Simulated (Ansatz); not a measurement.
# Ir3Rh (Pm-3m) in Ansatz: reference runs

How does Ir3Rh come out in PBEsol? The cell is run as given and disturbed.

Program: Ansatz 0.2.0. These are calculated values, not measurements. Logs are shortened: lines on timing, memory, paths and dates and some standing lists are left out, and cuts for length are marked.

### 1 The structure

It takes space group Pm-3m (No. 221, cubic). Conventional cell: a = 3.840 Å, b = 3.840 Å, c = 3.840 Å, α = 90.00°, β = 90.00°, γ = 90.00°. Ir (site symmetry 4/mmm) has 8 Ir at 2.72 Å and 4 Rh at 2.72 Å as nearest neighbours. Rh (site symmetry m-3m) is surrounded by 12 Ir at 2.72 Å.

The cell comes from a database or a generator and needn't be the stable form of this composition.

### 2 Single point, PBEsol

input.yaml

```yaml
crystal:
  lattice:
    - [3.84033585, 0.0, 0.0]
    - [0.0, 3.84033585, 0.0]
    - [0.0, 0.0, 3.84033585]
  atoms:
    - { symbol: Ir, position: [0.5, 0.5, 0.0] }
    - { symbol: Ir, position: [0.0, 0.5, 0.5] }
    - { symbol: Ir, position: [0.5, 0.0, 0.5] }
    - { symbol: Rh, position: [0.0, 0.0, 0.0] }
kpoints:
  mp_grid: { grid: [7, 7, 7] }
scf:
  occupations: { method: fermi_dirac, width: 0.05 }
hamiltonian:
  xc: pbesol
  pseudopotentials: { kind: all_electron, lapw: { basis_error: 0.001 } }
output:
  forces: true
  stress: true
  eigenvalues: true
  populations: true
```

Potentials or basis: all-electron LAPW, scalar-relativistic.

Run with:

```sh
> ansatz run input.yaml --threads 2 --pin off --max-ram 8192MiB --backend cpu --events-out ev --progress --plain --runs-dir out
```

Output:

```text
Warning: RAYON_NUM_THREADS=2 ignored (pool sized by the plan → 2); use --threads N
Ir: projections on atomic orbitals take those of the free atom 1s2 2s2 2p6 3s2 3p6 3d10 4s2 4p6 4d10 4f14 5s2 5p6 5d7 6s2, of charge +0.00 (hamiltonian.pseudopotentials.projection_atoms)
Rh: projections on atomic orbitals take those of the free atom 1s2 2s2 2p6 3s2 3p6 3d10 4s2 4p6 4d8 5s1, of charge +0.00 (hamiltonian.pseudopotentials.projection_atoms)
LAPW: plane waves up to 8.613 Å⁻¹, error target 1.0e-3 eV per atom; small_component_spin mean_spin; Rh in spheres of 1.358 Å, 27 of its electrons in bands, Dirac shells []; Ir in spheres of 1.358 Å, 41 of its electrons in bands, Dirac shells [] (how accurate: hamiltonian.pseudopotentials.lapw.basis_error, Limitations)
Engine: ansatz 0.2.0, aarch64-unknown-linux-gnu
Pseudopotentials: kind: all_electron
Pseudopotential: Ir, LAPW, valence charge 41, lapw/all_electron/scalar/gaussian/Ir, Koelling and Harmon's equation, gaussian nucleus
Pseudopotential: Rh, LAPW, valence charge 27, lapw/all_electron/scalar/gaussian/Rh, Koelling and Harmon's equation, gaussian nucleus
Functional definition: PBEsol
  exchange = pbesol_x
  correlation = pbesol_c
Crystal: 4 atoms, lattice volume = 56.638 Å³
Basis set: ecut = 282.63316516436583 eV, 619 PW (Γ), exchange–correlation at level 2
Bands: 90, of which v1, the nominal top of the filled ones, is band 75 counted from 1 (74 counted from 0)
Symmetry: 48 space group operations
Space group: Pm-3m (ITA 221), of the structure as read, at distance tolerance 3.8e-5 Å
k-points: 20 of 343
Non-local potential: Ir, projectors of the file, none
Non-local potential: Rh, projectors of the file, none
Initial density: superposition of atomic densities (chi_scale 0.1, normalization cell, long waves kept (reshape's long-wave potential 0.00 eV rms))
Initial wavefunctions: plane waves of lowest kinetic energy (no species holds an atomic orbital)
Functional: x = pbesol(κ = 0.804, μ = 0.12345679012345678), c = pbesol(β = 0.046)
iter 1 solved again at ethr=3.09e-3 eV; its pass at ethr=1.00e-1 eV (dr2=4.63e0 eV) is discarded
SCF iter   1: F=—  HF=-1584794.111134 eV  |F-HF|=—  |Δ(HF+E_count)|=         —  Δρ=6.38e-2  dr2=4.63e0  ethr=3.09e-3  ⟨swp⟩=2.0  Hψ=10974  notcnv=0
preconditioner: auto → Kerker (q_TF=auto, 3.209 Å⁻¹)  [metal: Δε(μ)=0.013 eV  Ē_g=12.467 eV  σ=0.050 eV  W_gap=0.06  n_scr=26 (ndim 8)  ℏωp=29.6 eV  f_vac=0.000  D(μ)=5.39/eV (n_scr^D=80)]
SCF iter   2: F=—  HF=-1584796.637033 eV  |F-HF|=—  |Δ(HF+E_count)|=    2.53e0  Δρ=8.19e-2  dr2=8.05e0  ethr=3.09e-3  ⟨swp⟩=3.0  Hψ=4838  notcnv=0  recentre
iter 3 solved again at ethr=2.39e-5 eV; its pass at ethr=3.09e-3 eV (dr2=3.59e-2 eV) is discarded
SCF iter   3: F=—  HF=-1584792.413473 eV  |F-HF|=—  |Δ(HF+E_count)|=    4.22e0  Δρ=1.04e-2  dr2=3.59e-2  ethr=2.39e-5  ⟨swp⟩=2.0  Hψ=8865  notcnv=0
SCF iter   4: F=—  HF=-1584792.371184 eV  |F-HF|=—  |Δ(HF+E_count)|=         —  Δρ=5.71e-3  dr2=3.14e-2  ethr=2.39e-5  ⟨swp⟩=2.0  Hψ=5284  notcnv=0
the basis was enlarged: its passes take 902.1 KiB over the memory plan, 2 of 2 planned eigensolver slots
SCF iter   5: F=—  HF=-1584792.366578 eV  |F-HF|=—  |Δ(HF+E_count)|=   4.61e-3  Δρ=3.48e-3  dr2=9.60e-3  ethr=2.09e-5  ⟨swp⟩=2.0  Hψ=5238  notcnv=0
SCF iter   6: F=—  HF=-1584792.366008 eV  |F-HF|=—  |Δ(HF+E_count)|=   5.70e-4  Δρ=1.21e-3  dr2=1.10e-3  ethr=6.40e-6  ⟨swp⟩=2.0  Hψ=5229  notcnv=0
SCF iter   7: F=—  HF=-1584792.366065 eV  |F-HF|=—  |Δ(HF+E_count)|=   5.70e-5  Δρ=5.11e-4  dr2=3.48e-4  ethr=7.31e-7  ⟨swp⟩=2.0  Hψ=5240  notcnv=0
SCF iter   8: F=—  HF=-1584792.366012 eV  |F-HF|=—  |Δ(HF+E_count)|=   5.32e-5  Δρ=2.02e-4  dr2=5.21e-5  ethr=2.32e-7  ⟨swp⟩=2.0  Hψ=5240  notcnv=0
SCF iter   9: F=—  HF=-1584792.366006 eV  |F-HF|=—  |Δ(HF+E_count)|=   5.89e-6  Δρ=6.29e-5  dr2=4.60e-6  ethr=3.47e-8  ⟨swp⟩=2.0  Hψ=5240  notcnv=0
SCF iter  10: F=—  HF=-1584792.366005 eV  |F-HF|=—  |Δ(HF+E_count)|=   1.88e-6  Δρ=3.23e-5  dr2=8.67e-7  ethr=3.07e-9  ⟨swp⟩=2.0  Hψ=5240  notcnv=0
SCF iter  11: F=—  HF=-1584792.366004 eV  |F-HF|=—  |Δ(HF+E_count)|=   1.51e-7  Δρ=1.46e-5  dr2=1.28e-7  ethr=5.78e-10  ⟨swp⟩=2.0  Hψ=5240  notcnv=0
SCF iter  12: F=-1584792.366004 eV  HF=-1584792.366004 eV  |F-HF|=1.15e-7  |Δ(HF+E_count)|=   3.98e-8  Δρ=6.75e-6  dr2=6.18e-8  ethr=8.53e-11  ⟨swp⟩=2.0  Hψ=5240  notcnv=0
SCF 1 converged in 12 iterations: F = -1584792.366004 eV  dr2 = 6.18e-8
SCF converged after 12 iterations
Free energy (F): -1584792.366004 eV
Harris-Foulkes:  -1584792.366004 eV  (|F-HF|=1.15e-7)
Internal energy: -1584792.321300 eV  (E = F + TS)
E sigma→0 (E₀):  -1584792.343652 eV
Entropy (-TS):   -0.044705 eV (-11.176 meV/atom)
Fermi energy:    29.631699 eV
--- Per-component energies (eV) ---
  E_band       = -11497.561157
  E_kinetic    = 1781400.363154
  E_xc         = -31727.985048
  E_electrostatic = -3334464.699405  (all electrons and nuclei)
  E_smearing   = -0.044705  (= −TS)
  E_closure    = 0.000000  (closes the sum)
  E_atoms      = -1584753.639848  (free atoms, spherical and without spin; not in F)
  Σ components = -1584792.366004   (vs F -1584792.366004, Δ=0.00e0)
  Basis errors (estimates in eV, not in F): energy 2.2e-4 per atom: plane waves 1.8e-4 (9.0e-5 summed), levels above the bands 9.3e-126, relativity 4.7e-8, radial functions 4.0e-5, core shells 4.0e-7; eigenvalues (radial functions only) 1.8e-6; not estimated: angular momenta, meshes, grids; target (lapw.basis_error) 1.0e-3; muffin-tin radii Rh 1.358 Å, Ir 1.358 Å
--- Forces (eV/Å), atoms counted from 1 ---
  atom   1  Ir     0.00000000    -0.00000000    -0.00000000
  atom   2  Ir     0.00000000     0.00000000     0.00000000
  atom   3  Ir     0.00000000     0.00000000    -0.00000000
  atom   4  Rh    -0.00000000    -0.00000000    -0.00000000
  max |Σ_I F_I| component: 2.04e-30 eV/Å
--- Stress (GPa, compression-positive) ---
       -6.210013       0.000000       0.000000
        0.000000      -6.210013       0.000000
        0.000000       0.000000      -6.210013
  P = ⅓ Tr σ = -6.2100 GPa (-62.100 kbar)
--- Band table (eV; the first three rows and the last of 20) ---
  k-point 0: bands = ["-267.5869", "-267.5869", "-267.5869", "-267.5540", "-267.5540", "-255.5155", "-255.5155", "-255.5155", "-255.5154", "-255.5154", "-255.5154", "-255.5000", "-255.5000", "-255.5000", "-255.4781", "-255.4781", "-255.4781", "-255.4666", "-255.4666", "-255.4666", "-63.0254", "-62.9598", "-62.9598", "-49.3386", "-27.4100", "-27.4046", "-27.4046", "-27.3853", "-27.3853", "-27.3853", "-27.3814", "-27.3814", "-27.3814", "-27.3774", "-27.3774", "-27.3774", "-27.3642", "-27.3642", "-27.3642", "-27.3521", "-27.3521", "-27.3521", "-27.3500", "-27.3500", "-27.3500", "-20.1201", "-20.1201", "-20.1201", "-19.7632", "-19.7632", "-19.7632", "-19.5904", "-19.5904", "-19.5904", "-17.2250", "-17.2250", "-17.2250", "19.2978", "22.1726", "22.3329", "22.3329", "22.7779", "22.7779", "22.7779", "26.0772", "26.0772", "26.0772", "28.5665", "28.5665", "30.3769", "30.3769", "30.7523", "30.7523", "30.7523", "30.7887", "31.3570", "31.3570", "31.3570", "31.7296", "31.7296", "31.7296", "40.0104", "40.0104", "41.4485", "41.4485", "41.4485", "41.6324", "41.6324", "41.6324", "42.0524"]
  k-point 1: bands = ["-267.5869", "-267.5869", "-267.5869", "-267.5540", "-267.5540", "-255.5155", "-255.5155", "-255.5155", "-255.5154", "-255.5154", "-255.5154", "-255.5000", "-255.5000", "-255.5000", "-255.4781", "-255.4781", "-255.4781", "-255.4666", "-255.4666", "-255.4666", "-63.0225", "-62.9627", "-62.9598", "-49.3387", "-27.4098", "-27.4048", "-27.4046", "-27.3851", "-27.3851", "-27.3849", "-27.3813", "-27.3813", "-27.3813", "-27.3777", "-27.3776", "-27.3776", "-27.3642", "-27.3642", "-27.3642", "-27.3521", "-27.3520", "-27.3520", "-27.3501", "-27.3501", "-27.3500", "-20.1044", "-20.1044", "-20.0941", "-19.7680", "-19.7680", "-19.7646", "-19.6166", "-19.6005", "-19.6005", "-17.2311", "-17.2275", "-17.2275", "19.5906", "22.3611", "22.4864", "22.5637", "22.9037", "22.9775", "22.9775", "25.8623", "26.2369", "26.2369", "28.3272", "28.6458", "29.2796", "29.2796", "30.0037", "30.1608", "30.5168", "30.5954", "30.6210", "30.6210", "30.7511", "31.3580", "33.6298", "33.6298", "39.3553", "39.9336", "41.3741", "41.3741", "41.9987", "42.0463", "42.2714", "42.2714", "42.8829"]
  k-point 2: bands = ["-267.5869", "-267.5869", "-267.5869", "-267.5540", "-267.5540", "-255.5155", "-255.5155", "-255.5155", "-255.5154", "-255.5154", "-255.5154", "-255.5000", "-255.5000", "-255.5000", "-255.4781", "-255.4781", "-255.4781", "-255.4666", "-255.4666", "-255.4666", "-63.0148", "-62.9705", "-62.9598", "-49.3387", "-27.4092", "-27.4055", "-27.4046", "-27.3848", "-27.3848", "-27.3840", "-27.3812", "-27.3810", "-27.3810", "-27.3786", "-27.3781", "-27.3781", "-27.3642", "-27.3642", "-27.3642", "-27.3522", "-27.3517", "-27.3517", "-27.3504", "-27.3504", "-27.3500", "-20.0636", "-20.0636", "-20.0209", "-19.7854", "-19.7854", "-19.7678", "-19.6901", "-19.6217", "-19.6217", "-17.2448", "-17.2330", "-17.2330", "20.4132", "22.6983", "22.9859", "23.1805", "23.2684", "23.5692", "23.5692", "25.3051", "26.7091", "26.7091", "27.4426", "27.4426", "27.7141", "28.5420", "28.8597", "29.0795", "29.2994", "29.6124", "29.6124", "30.1283", "30.7489", "31.3602", "35.8097", "35.8097", "38.5513", "39.2638", "40.7936", "40.7936", "42.2567", "43.0312", "44.1212", "44.1212", "45.2707"]
  k-point 19: bands = ["-267.5869", "-267.5869", "-267.5869", "-267.5540", "-267.5540", "-255.5155", "-255.5155", "-255.5155", "-255.5155", "-255.5155", "-255.5155", "-255.5000", "-255.5000", "-255.5000", "-255.4781", "-255.4781", "-255.4781", "-255.4666", "-255.4666", "-255.4666", "-62.9837", "-62.9804", "-62.9804", "-49.3384", "-27.4067", "-27.4064", "-27.4064", "-27.3859", "-27.3859", "-27.3842", "-27.3841", "-27.3841", "-27.3771", "-27.3770", "-27.3770", "-27.3766", "-27.3673", "-27.3624", "-27.3624", "-27.3521", "-27.3520", "-27.3520", "-27.3501", "-27.3501", "-27.3500", "-20.2799", "-20.0498", "-20.0498", "-20.0489", "-19.6390", "-19.6390", "-19.5920", "-19.5920", "-19.5917", "-17.2269", "-17.2227", "-17.2227", "22.0458", "22.2050", "22.2050", "22.6957", "25.7924", "25.8033", "25.8033", "26.0444", "26.0444", "26.0978", "26.1938", "26.1938", "28.1784", "28.3665", "28.3665", "28.5118", "30.2352", "30.2352", "30.4303", "30.4303", "30.8096", "31.2378", "31.5738", "31.5738", "36.7879", "36.7879", "37.4586", "39.2047", "43.7251", "43.7881", "43.8762", "43.8762", "48.8036"]
--- Löwdin populations: 4 sites ---
  site symbol       q [e]
     0     Ir     76.7780
     1     Ir     76.7780
     2     Ir     76.7780
     3     Rh     44.9886
  spilling = 0.002454 (of n_electrons = 276.000000)
```

It took 28 s on 2 threads of Arm Neoverse V1, shared host; peak memory 0.57 GiB.

Results:

```yaml
Free_energy: -1584792.3660 eV
Pressure: -6.2 GPa
Band_gap_on_the_k_mesh: none (metal or under the smearing width)
```

Spin-orbit coupling is left out, which matters for the levels of Ir.

[end of part 1 of 2]
